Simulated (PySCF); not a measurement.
# MoO2(NH2)2: geometry, NMR shifts and electronic excitations

Aim: predict the NMR shifts and electronic excitations of MoO2(NH2)2 (`[NH2][Mo]([NH2])(=[O])=[O]`).

The runs use PySCF 2.14.0, with density-fitted response routines of our own; the level of theory stands in each step. All values are computed, except where a source is named. Atoms are numbered from 0 throughout.

**1. Starting geometry**

9 atoms, charge 0, multiplicity 1; geometry from: GFN2-xTB.

Bonds of the start (Å): Mo0–O1 1.64, Mo0–O2 1.64, Mo0–N3 1.91, Mo0–N6 1.91, N3–H4 1.02, N3–H5 1.02, N6–H7 1.02, N6–H8 1.02.

**2. Optimising the geometry at PBE0-D3(BJ)/def2-SVP**

The job: settings as JSON, then the geometry in Å.

```
{"job": {"xc": "PBE0", "basis": "def2-SVP", "d3": "d3bj", "grid": 1, "maxiter": 40, "kind": "geom"}, "charge": 0, "multiplicity": 1}
Mo     0.586890     0.000920     0.403790
O      0.400240     0.003780     2.031850
O      2.043120    -0.000990    -0.346800
N     -0.348870     1.533030    -0.244940
H     -0.114880     2.062400    -1.084830
H     -1.051320     2.060750     0.273330
N     -0.348930    -1.534090    -0.237850
H     -1.050130    -2.061240     0.282780
H     -0.116120    -2.064560    -1.077320
```

What it wrote:

```text
step   0  E = -330.18931772  max force = 0.070920
step   1  E = -330.19716432  max force = 0.038245
step   2  E = -330.19993593  max force = 0.007371
step   3  E = -330.20007168  max force = 0.003628
step   4  E = -330.20009568  max force = 0.000704
step   5  E = -330.20010840  max force = 0.000626
step   6  E = -330.20011880  max force = 0.001119
step   7  E = -330.20012273  max force = 0.000721
step   8  E = -330.20012449  max force = 0.000425
optimisation converged
```

It took 36 s on 1 thread, shared host.

Relaxation path:

```
step  energy from step 0 (eV)  largest force component (eV/Å)
   0                   0.0000                          3.6469
   1                  -0.2135                          1.9666
   2                  -0.2889                          0.3790
   3                  -0.2926                          0.1866
   4                  -0.2933                          0.0362
   5                  -0.2936                          0.0322
   6                  -0.2939                          0.0575
   7                  -0.2940                          0.0371
   8                  -0.2941                          0.0219
```

Close pairs (by a distance rule), those that changed most:

```
  bond  before (Å)  after (Å)  change (Å)
Mo0–O1       1.639      1.682      +0.043
Mo0–O2       1.638      1.681      +0.043
Mo0–N6       1.909      1.930      +0.021
Mo0–N3       1.909      1.930      +0.021
 N6–H7       1.020      1.016      -0.004
 N3–H5       1.020      1.016      -0.004
 N3–H4       1.020      1.016      -0.004
 N6–H8       1.020      1.016      -0.004
```

The next job starts from the end point, and lists it.

```
                         at the end point                value
  point group (found at 0.08 Å tolerance)                  C2v
rotational constants (GHz, main isotopes)  3.777, 3.255, 3.242
                        dipole moment (D)                 4.30
```

**3. Nuclear shieldings: PBE0/def2-TZVP+pcSseg-1**

The job: settings as JSON, then the geometry in Å.

```
{"job": {"kind": "nmr", "xc": "PBE0", "basis": {"default": "pcSseg-1", "Mo": "def2-TZVP"}}, "charge": 0, "multiplicity": 1}
Mo     0.524127     0.000611     0.392733
O      0.419785     0.005585     2.071322
O      2.092899    -0.002493    -0.210999
N     -0.346987     1.594000    -0.259624
H     -0.090113     2.073736    -1.117447
H     -1.080248     2.088463     0.239914
N     -0.348639    -1.594806    -0.252544
H     -1.081615    -2.090315     0.246209
H     -0.089209    -2.074781    -1.109554
```

With the program's defaults for keys left out, this is: GIAO PBE0/pcSseg-1 Mo:def2-TZVP NMR shielding, scalar relativity only through core potentials, gas phase.

What it wrote:

```text
coarse grid: 38664 points
cycle   1  E = -330.0372862675  dE = -6.250e+00  |g| = 1.350e+00  |ddm| = 4.160e+00
cycle   2  E = -326.9063164598  dE =  3.131e+00  |g| = 4.265e+00  |ddm| = 2.593e+00
cycle   3  E = -330.3002413677  dE = -3.394e+00  |g| = 6.569e-01  |ddm| = 2.117e+00
cycle   4  E = -330.3884340424  dE = -8.819e-02  |g| = 1.671e-01  |ddm| = 5.817e-01
cycle   5  E = -330.3936550895  dE = -5.221e-03  |g| = 3.496e-02  |ddm| = 8.815e-02
cycle   6  E = -330.3938176572  dE = -1.626e-04  |g| = 1.869e-02  |ddm| = 2.580e-02
cycle   7  E = -330.3938948394  dE = -7.718e-05  |g| = 4.027e-03  |ddm| = 1.302e-02
cycle   8  E = -330.3938973334  dE = -2.494e-06  |g| = 1.481e-03  |ddm| = 2.340e-03
final grid: 80296 points
cycle   9  E = -330.3938813130  dE =  4.098e-06  |g| = 4.857e-03  |ddm| = 3.209e-03
cycle  10  E = -330.3938346953  dE =  4.662e-05  |g| = 1.625e-02  |ddm| = 1.021e-02
cycle  11  E = -330.3938858759  dE = -5.118e-05  |g| = 1.627e-04  |ddm| = 7.872e-03
cycle  12  E = -330.3938858807  dE = -4.781e-09  |g| = 5.198e-05  |ddm| = 1.131e-04
cycle  13  E = -330.3938858812  dE = -4.493e-10  |g| = 2.093e-05  |ddm| = 3.472e-05
converged SCF energy = -330.3938858812

GIAO shielding tensors (ppm)
atom      isotropic    diamagn.    paramagn.     s11        s22        s33       span
  0 Mo         nan         nan         nan        nan        nan        nan        nan
  1 O     -683.616     401.722   -1085.338  -1275.685   -506.405   -268.759   1006.925
  2 O     -682.077     401.687   -1083.764  -1274.776   -503.160   -268.296   1006.480
  3 N      126.577     321.763    -195.186    -54.765    201.094    233.402    288.167
  4 H       26.376      30.585      -4.209     24.814     25.500     28.814      4.000
  5 H       26.386      30.574      -4.188     24.824     25.494     28.839      4.016
  6 N      126.578     321.763    -195.185    -54.772    201.105    233.401    288.173
  7 H       26.393      30.574      -4.181     24.825     25.486     28.869      4.044
  8 H       26.367      30.584      -4.217     24.811     25.507     28.784      3.973
```

Run time: 6.9 s. Hardware: 1 thread, shared host.

The references, computed at this level on geometries of the same kind, shield at (ppm): 1H TMS 31.27, 15N NH3 265.7, 17O H2O 334.6. Their shielding less the atom's gives the shift. The references are single molecules in the gas phase, so shifts against H2O, NH3, PH3, H3PO4 or CFCl3 are not on the usual liquid scales and can be off by tens of ppm. Atoms listed in one row are averaged.

```
         atoms                          environment  σ (ppm)  δ (ppm)
H4, H5, H7, H8  hydrogen on a nitrogen bonded to Mo    26.38     4.89
        O1, O2                  oxygen bonded to Mo   -682.8   1017.4
        N3, N6           nitrogen bonded to Mo, 2 H    126.6    139.1
```

Atoms past Kr carry core potentials, so their printed shieldings have no meaning and are left out of the table.

The run also stored atomic charges by several schemes (e):

```
 atoms  Mulliken  ESP fit
   Mo0      1.48     1.66
O1, O2     -0.49    -0.54
N3, N6     -0.70    -1.16
```

Mayer bond orders: Mo0–O1 1.95, Mo0–O2 1.95, Mo0–N3 0.99, Mo0–N6 0.99.

With diffuse functions Mulliken charges and Mayer bond orders lose their meaning; the other schemes are steadier.

**4. Ultraviolet spectrum: CAM-B3LYP/def2-SVPD**

Settings changed since step 3:

```diff
@@ -1,2 +1,2 @@
-{"job": {"kind": "nmr", "xc": "PBE0", "basis": {"default": "pcSseg-1", "Mo": "def2-TZVP"}}, "charge": 0, "multiplicity": 1}
+{"job": {"kind": "uv", "xc": "CAM-B3LYP", "basis": "def2-SVPD", "ip": true, "nstates": 10}, "charge": 0, "multiplicity": 1}
 Mo     0.524127     0.000611     0.392733
```

Level: TDDFT CAM-B3LYP/def2-SVPD, vertical, gas phase, core orbitals frozen in the response.

What it wrote:

```text
coarse grid: 38664 points
cycle   1  E = -329.9731501237  dE = -7.604e+00  |g| = 1.397e+00  |ddm| = 4.740e+00
cycle   2  E = -327.7466152905  dE =  2.227e+00  |g| = 3.724e+00  |ddm| = 3.494e+00
cycle   3  E = -330.3191777698  dE = -2.573e+00  |g| = 4.617e-01  |ddm| = 2.740e+00
cycle   4  E = -330.3645249159  dE = -4.535e-02  |g| = 1.125e-01  |ddm| = 7.555e-01
cycle   5  E = -330.3668638638  dE = -2.339e-03  |g| = 4.153e-02  |ddm| = 1.730e-01
cycle   6  E = -330.3672456376  dE = -3.818e-04  |g| = 9.656e-03  |ddm| = 6.016e-02
cycle   7  E = -330.3672702793  dE = -2.464e-05  |g| = 1.908e-03  |ddm| = 2.109e-02
cycle   8  E = -330.3672715734  dE = -1.294e-06  |g| = 7.454e-04  |ddm| = 4.264e-03
final grid: 80296 points
cycle   9  E = -330.3672451601  dE =  2.506e-07  |g| = 1.579e-03  |ddm| = 3.217e-03
cycle  10  E = -330.3672426644  dE =  2.496e-06  |g| = 3.957e-03  |ddm| = 3.750e-03
cycle  11  E = -330.3672456512  dE = -2.987e-06  |g| = 1.088e-04  |ddm| = 2.678e-03
cycle  12  E = -330.3672456545  dE = -3.270e-09  |g| = 5.292e-05  |ddm| = 1.631e-04
cycle  13  E = -330.3672456558  dE = -1.286e-09  |g| = 3.042e-05  |ddm| = 1.249e-04
cycle  14  E = -330.3672456560  dE = -2.279e-10  |g| = 2.031e-05  |ddm| = 6.071e-05
converged SCF energy = -330.3672456560

Static polarisability (au): isotropic 63.348, principal 59.250 61.166 69.627

Singlet excitations
state   eV       nm        f      main configurations
  1   4.5070    275.1   0.00260   H->L 0.98
  2   4.8019    258.2   0.00033   H-2->L 0.95
  3   5.1102    242.6   0.00007   H-1->L 0.95
  4   5.2075    238.1   0.13688   H->L+1 0.88
  5   5.5468    223.5   0.00390   H-2->L+1 0.83, H-3->L 0.15
  6   5.7763    214.6   0.00792   H-1->L+1 0.64, H->L+3 0.28
  7   6.0847    203.8   0.02319   H->L+3 0.66, H-1->L+1 0.25
  8   6.2887    197.2   0.00801   H->L+4 0.50, H-3->L+1 0.33
  9   6.2937    197.0   0.01983   H-3->L+1 0.54, H->L+4 0.37
 10   6.3272    196.0   0.01549   H->L+2 0.80

Triplet excitations (Tamm-Dancoff, eV): 4.0370 4.1735 4.4311 4.8586
Vertical ionisation energy (delta-SCF) = 9.8824 eV
Vertical electron affinity (delta-SCF) = 0.1059 eV
```

Wall time 70 s (1 thread, shared host).

The orbitals next to the gap, with their largest atomic shares:

```
orbital      eV                       atoms
 HOMO−3  -11.11  O1 33 %, O2 32 %, Mo0 14 %
 HOMO−2  -10.30   O1 47 %, O2 46 %, Mo0 6 %
 HOMO−1  -10.19   N6 21 %, N3 21 %, O2 19 %
   HOMO   -9.14    N3 37 %, N6 37 %, O2 5 %
   LUMO   -0.81  Mo0 55 %, O2 18 %, O1 18 %
 LUMO+1   -0.61  Mo0 58 %, N6 10 %, N3 10 %
 LUMO+2    0.32    Mo0 59 %, H4 6 %, H8 6 %
```

With each of the 10 states as a Gaussian band of 0.4 eV half-width at 1/e, the curve within the window shown has maxima at 238 nm (ε 5,700), 200 nm (ε 2,600) L/(mol cm). Beyond the last state computed it falls off for lack of states. The curve at chosen wavelengths:

| nm | ε (L/mol/cm) |
| --- | --- |
| 187 | 1069 |
| 192 | 1941 |
| 197 | 2539 |
| 203 | 2525 |
| 208 | 2158 |
| 213 | 1959 |
| 218 | 2283 |
| 223 | 3191 |
| 229 | 4618 |
| 234 | 5487 |
| 239 | 5653 |
| 244 | 5086 |
| 249 | 4050 |
| 255 | 2685 |
| 260 | 1737 |
| 265 | 1058 |
| 270 | 626 |
| 275 | 372 |
| 281 | 210 |
| 286 | 138 |
| 291 | 94 |
| 296 | 65 |
| 301 | 45 |
| 307 | 28 |
| 312 | 18 |
| 317 | 12 |

Further results of this job:

```
           property  computed
  dipole moment (D)      4.24
polarisability (Å³)      9.39
 HOMO–LUMO gap (eV)      8.33
      −ε(HOMO) (eV)      9.14
```

**5. NMR shieldings: KT2/def2-TZVP+pcSseg-1**

Settings changed since step 4:

```diff
@@ -1,2 +1,2 @@
-{"job": {"kind": "uv", "xc": "CAM-B3LYP", "basis": "def2-SVPD", "ip": true, "nstates": 10}, "charge": 0, "multiplicity": 1}
+{"job": {"kind": "nmr", "xc": "KT2", "basis": {"default": "pcSseg-1", "Mo": "def2-TZVP"}, "pop": false}, "charge": 0, "multiplicity": 1}
 Mo     0.524127     0.000611     0.392733
```

Method: GIAO KT2/pcSseg-1 Mo:def2-TZVP NMR shielding, scalar relativity only through core potentials, gas phase.

What it wrote:

```text
coarse grid: 38664 points
cycle   1  E = -334.5210932581  dE = -5.967e+00  |g| = 1.439e+00  |ddm| = 4.102e+00
cycle   2  E = -326.5389266524  dE =  7.982e+00  |g| = 5.333e+00  |ddm| = 5.703e+00
cycle   3  E = -334.6436030799  dE = -8.105e+00  |g| = 1.140e+00  |ddm| = 5.529e+00
cycle   4  E = -334.9226104460  dE = -2.790e-01  |g| = 3.252e-01  |ddm| = 1.022e+00
cycle   5  E = -334.9433792165  dE = -2.077e-02  |g| = 9.398e-02  |ddm| = 2.306e-01
cycle   6  E = -334.9436002399  dE = -2.210e-04  |g| = 7.676e-02  |ddm| = 8.378e-02
cycle   7  E = -334.9449526345  dE = -1.352e-03  |g| = 3.220e-02  |ddm| = 5.850e-02
cycle   8  E = -334.9450379212  dE = -8.529e-05  |g| = 2.358e-02  |ddm| = 1.672e-02
cycle   9  E = -334.9451293459  dE = -9.142e-05  |g| = 9.668e-03  |ddm| = 1.114e-02
cycle  10  E = -334.9451456446  dE = -1.630e-05  |g| = 2.165e-03  |ddm| = 5.023e-03
cycle  11  E = -334.9451466859  dE = -1.041e-06  |g| = 1.782e-04  |ddm| = 1.419e-03
final grid: 80296 points
cycle  12  E = -334.9450733649  dE = -3.836e-08  |g| = 5.383e-04  |ddm| = 9.944e-04
cycle  13  E = -334.9450726322  dE =  7.327e-07  |g| = 1.984e-03  |ddm| = 1.298e-03
cycle  14  E = -334.9450733918  dE = -7.596e-07  |g| = 4.072e-04  |ddm| = 1.029e-03
cycle  15  E = -334.9450734246  dE = -3.283e-08  |g| = 4.526e-05  |ddm| = 2.366e-04
cycle  16  E = -334.9450734249  dE = -3.208e-10  |g| = 3.088e-05  |ddm| = 4.521e-05
converged SCF energy = -334.9450734249

GIAO shielding tensors (ppm)
atom      isotropic    diamagn.    paramagn.     s11        s22        s33       span
  0 Mo         nan         nan         nan        nan        nan        nan        nan
  1 O     -590.910     402.730    -993.640  -1098.749   -427.165   -246.816    851.933
  2 O     -589.410     402.700    -992.110  -1097.464   -424.200   -246.565    850.898
  3 N      129.245     320.320    -191.075    -35.935    193.809    229.862    265.797
  4 H       26.315      30.419      -4.104     24.759     25.413     28.773      4.013
  5 H       26.324      30.408      -4.084     24.767     25.410     28.795      4.028
  6 N      129.246     320.321    -191.075    -35.942    193.819    229.860    265.802
  7 H       26.332      30.409      -4.078     24.771     25.403     28.821      4.049
  8 H       26.306      30.417      -4.111     24.753     25.419     28.746      3.993
```

Wall time 12 s (1 thread, shared host).

This run: δ O1 920.8, N3 135.1, H4 4.86 ppm (means over like atoms).

**6. Side by side: NMR shifts**

Shifts (ppm), means over like atoms, with basis size and wall time:

```
                    run    H4      O1     N3  functions   time
PBE0/def2-TZVP+pcSseg-1  4.89  1017.4  139.1        128  6.9 s
 KT2/def2-TZVP+pcSseg-1  4.86   920.8  135.1        128   12 s
```

**7. Results**

```
                                                                         quantity                        value
                                                                      point group                          C2v
                                             rotational constants (main isotopes)         3.78, 3.26, 3.24 GHz
 1H shifts against TMS (PBE0/def2-TZVP+pcSseg-1, means over atoms taken as alike)                     4.89 ppm
17O shifts against H2O (PBE0/def2-TZVP+pcSseg-1, means over atoms taken as alike)                   1017.4 ppm
15N shifts against NH3 (PBE0/def2-TZVP+pcSseg-1, means over atoms taken as alike)                    139.1 ppm
                                             lowest singlet (CAM-B3LYP/def2-SVPD)  4.51 eV (275 nm), f = 0.003
                                         brightest single state of those computed  state 4, 5.21 eV, f = 0.137
                                                                   lowest triplet                      4.04 eV
                                                vertical electron affinity (ΔSCF)                      0.11 eV
                                                         range of the shift of O1          920.8 to 1017.4 ppm
```

In words: The optimisation took 8 steps and gained 0.294 eV; among the close pairs (by a distance rule), Mo0–O1 changed most, from 1.639 to 1.682 Å. At PBE0/def2-TZVP+pcSseg-1: The widest tensor belongs to O1, O2: span 1007 ppm, with a paramagnetic part of -1085 ppm. The lowest singlet, at 4.51 eV, is HOMO→LUMO 0.98 and is weak; of the 10 states computed, the strongest absorption comes from state 4 at 5.21 eV. The lowest triplet lies 0.47 eV below the lowest singlet (triplets in Tamm-Dancoff, singlets in full TDDFT). In ppm, O1 (with its like atoms) moves most: its shift spreads over 96.6 ppm, from 920.8 (KT2/def2-TZVP+pcSseg-1) to 1017.4 (PBE0/def2-TZVP+pcSseg-1). Spin-orbit coupling is left out, which matters for shieldings and couplings at and beside the heavy atoms.
